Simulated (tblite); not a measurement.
# C3H13O2PSi3: the cost of one run

The runs use tblite 0.8.0 and PySCF 2.14.0, with density-fitted response routines of our own; the level of theory stands in each step. All values are computed, except where a source is named. Atoms are numbered from 0 throughout.

### Step 1. The starting structure

22 atoms, charge 0, multiplicity 1; geometry from: force field or distance geometry start.

Bonds of the start (Å): C0–C1 1.52, C1–C2 1.55, C2–O3 1.22, C1–O4 1.42, O4–Si5 1.66, Si5–P6 2.19, P6–Si7 2.19, P6–Si8 2.20, C0–H9 1.08, C0–H10 1.10, C0–H11 1.09, C1–H12 1.09, C2–H13 1.10, Si5–H14 1.49, Si5–H15 1.48, Si7–H16 1.48, Si7–H17 1.49, Si7–H18 1.48, Si8–H19 1.49, Si8–H20 1.49, Si8–H21 1.48.

### Step 2. Optimising the geometry with GFN2-xTB

The job: settings as JSON, then the geometry in Å.

```
{"job": {"kind": "relax", "xc": "GFN2-xTB", "basis": "xTB"}, "charge": 0, "multiplicity": 1}
C      2.819100     0.833900    -1.421400
C      2.121600    -0.148700    -0.492300
C      3.192700    -0.698000     0.490200
O      3.086400    -0.675800     1.702200
O      1.039500     0.526000     0.133800
Si    -0.206800    -0.342900     0.803800
P     -1.768900    -0.466800    -0.720000
Si    -2.523100     1.571000    -0.419300
Si    -3.232600    -1.434000     0.601300
H      3.644600     0.373600    -1.947300
H      2.095200     1.221000    -2.159400
H      3.189800     1.696900    -0.862500
H      1.766300    -0.998900    -1.075300
H      4.068500    -1.153900     0.001600
H     -0.679300     0.325500     2.044500
H      0.256800    -1.722100     1.087400
H     -1.583500     2.538600    -1.025200
H     -3.830300     1.674800    -1.128200
H     -2.736600     1.888000     1.014800
H     -3.345500    -0.737900     1.911900
H     -4.560800    -1.417100    -0.070000
H     -2.823600    -2.833800     0.823900
```

The run is started by

```bash
OMP_NUM_THREADS=1 python probes_run.py task.json out
```

The driver reads the jobs from task.json and runs them one after another.

**Question.** How long does this first job take on 1 thread of Arm Neoverse N1, shared host?

About 5.3 s.
